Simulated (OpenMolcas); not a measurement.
# Fe³⁺ among point charges: CASSCF and CASPT2 levels and susceptibility

Aim: the splitting of the states of Fe³⁺ in the field of 2 point charges, its lowest levels with spin-orbit coupling and its magnetic susceptibility.

Program: OpenMolcas 26.06. Level of theory: state-averaged CASSCF and CASPT2, spin-orbit coupling by RASSI with atomic mean-field integrals. These are calculated values, not measurements, unless marked.

## 1. The atom as given

```
Species                           : Fe³⁺ (iron, Z = 26, 23 electrons)
Basis                             : ANO-RCC-VDZP [5s4p2d1f], 34 functions
Scalar Hamiltonian                : DKH2, point nucleus
Inactive shells                   : 1s 2s 2p 3s 3p
Active space                      : 5 electrons in 5 orbitals (3d)
Some configurations of this space : 3d⁵
Orbitals                          : optimised for each spin and parity, averaged over all roots
```

Outer shells as boxes (Hund's rule):

3d5
```
3d [↑ ][↑ ][↑ ][↑ ][↑ ]
```

The ion sits among 2 point charges of -2 e arranged as a linear pair (D∞h), 1.95 Å from the ion.

Each step is its own input file, run in one work folder so that later steps find the files of earlier ones. Labels, J, g values, rates, χT and fits are worked out afterwards by a script from the matrices that RASSI stores. The input lists half of the charges; inversion (Group=XYZ) makes the rest.

## 2. GATEWAY and SEWARD: basis and integrals

Contents of a.inp:

```
&GATEWAY
Coord
1

Fe 0.0 0.0 0.0
Basis=ANO-RCC-VDZP
Group=XYZ
NoMove
AngMom=0.0 0.0 0.0
AMFI
XField
1 Angstrom 0
0.000000 0.000000 1.950000 -2.000000
&SEWARD
```

The run is started by

```bash
OMP_NUM_THREADS=1 MOLCAS_MEM=1689 MOLCAS_PROJECT=a pymolcas a.inp > a.log
```

## 3. Reference wave functions, sextets of even parity, 1 root

Contents of a.inp:

```
&RASSCF
FileOrb=start.orb
Symmetry=1
Spin=6
nActEl=5 0 0
Inactive=3 6
Ras2=5 0
CIRoot=1 1 1
SDav=1
CIMx=300
Iter=120 100
PrWF=0.3
OrbListing=Nothing
MaxOrb=0
>>> COPY $Project.JobIph JOB001
```

start.orb holds the contracted functions of the basis, ordered by shell, or the orbitals of the step before.

## 4. Reference wave functions, quartets of even parity, 24 roots

Contents of a.inp:

```
&RASSCF
FileOrb=start.orb
Symmetry=1
Spin=4
nActEl=5 0 0
Inactive=3 6
Ras2=5 0
CIRoot=24 24 1
SDav=24
CIMx=300
Iter=120 100
PrWF=0.3
OrbListing=Nothing
MaxOrb=0
>>> COPY $Project.JobIph JOB002
```

## 5. Reference wave functions, doublets of even parity, 75 roots

Contents of a.inp:

```
&RASSCF
FileOrb=start.orb
Symmetry=1
Spin=2
nActEl=5 0 0
Inactive=3 6
Ras2=5 0
CIRoot=75 75 1
SDav=75
CIMx=300
Iter=120 100
PrWF=0.3
OrbListing=Nothing
MaxOrb=0
>>> COPY $Project.JobIph JOB003
```

## 6. State interaction with spin-orbit coupling

Contents of a.inp:

```
&RASSI
NrOfJobIphs=3 1 24 75
1
1 2 3 4 5 6 7 8 9 10 11 12 13 14 15 16 17 18 19 20 21 22 23 24
1 2 3 4 5 6 7 8 9 10 11 12 13 14 15 16 17 18 19 20 21 22 23 24 25 26 27
28 29 30 31 32 33 34 35 36 37 38 39 40 41 42 43 44 45 46 47 48 49 50 51
52 53 54 55 56 57 58 59 60 61 62 63 64 65 66 67 68 69 70 71 72 73 74 75
IphNames
JOB001
JOB002
JOB003
EJob
SpinOrbit
DIPRint=1.0
SOCoupling=1000.0
Subsets=2
Property=9
'ANGMOM' 1 'ANGMOM' 2 'ANGMOM' 3 'MLTPL  1' 1 'MLTPL  1' 2 'MLTPL  1' 3
'AMFI' 1 'AMFI' 2 'AMFI' 3
SOProperty=3
'ANGMOM' 1 'ANGMOM' 2 'ANGMOM' 3
```

## 7. CASPT2: IPEA 0.25, imaginary shift 0.1 (closed shells correlated: 3s 3p)

Contents of a.inp:

```
>>> COPY JOB001 $Project.JobIph
&CASPT2
Multistate=1 1
Frozen=2 3
IPEA=0.25
Imaginary=0.1
MaxIter=60
WThr=0.0 0.3 0.05
PrWF=0.5
NoMix
>>> COPY JOB002 $Project.JobIph
&CASPT2
Multistate=24 1 2 3 4 5 6 7 8 9 10 11 12 13 14 15 16 17 18 19 20 21 22
23 24
NoMult
Frozen=2 3
IPEA=0.25
Imaginary=0.1
MaxIter=60
WThr=0.0 0.3 0.05
PrWF=0.5
NoMix
>>> COPY JOB003 $Project.JobIph
&CASPT2
Multistate=75 1 2 3 4 5 6 7 8 9 10 11 12 13 14 15 16 17 18 19 20 21 22
23 24 25 26 27 28 29 30 31 32 33 34 35 36 37 38 39 40 41 42 43 44 45 46
47 48 49 50 51 52 53 54 55 56 57 58 59 60 61 62 63 64 65 66 67 68 69 70
71 72 73 74 75
NoMult
Frozen=2 3
IPEA=0.25
Imaginary=0.1
MaxIter=60
WThr=0.0 0.3 0.05
PrWF=0.5
NoMix
```

(Steps that only read results are left out.)

What does the calculation give? Wanted: spin-free ground state; lowest level; next level.

As calculated:

```
                 quantity                                                                        value
                   method  SS-CASPT2, IPEA 0.25, imaginary shift 0.1 (closed shells correlated: 3s 3p)
   spin-free ground state                                           6Sigma, 1-fold in its orbital part
             lowest level                                                2-fold, g = 0.00, 0.00, 10.01
               next level                                                                     0.7 cm⁻¹
              χT at 300 K                                                               4.39 cm³ K/mol
effective moment at 300 K                                                                      5.92 μB
```

Cost by method:

| method | time of its own steps | time with the reference |
| --- | --- | --- |
| A. CASSCF | 22 s | 22 s |
| B. SS-CASPT2, IPEA 0.25, imaginary shift 0.1, +3s 3p | 5.8 s | 27 s |

Times are of one thread on a shared host.

In words: The spin-free ground state (6Sigma) comes to 100 % from free-ion S terms and keeps the highest spin of the shell. χT at 300 K is 4.39, against 4.39 cm³ K/mol for the spin alone, as a half-filled shell (L = 0) has no orbital moment. An active space of the d shell alone favours high spin; real ions in strong fields can be low spin. CASPT2 does not keep the components of a term degenerate, and the means are used. The field of point charges can differ much from that of real complexes. With metal d orbitals alone active, the gaps between spin states are rough; where two lie within a few thousand cm-1, their order is open. Point charges carry no covalency, so the field is a model and not that of real ligands.
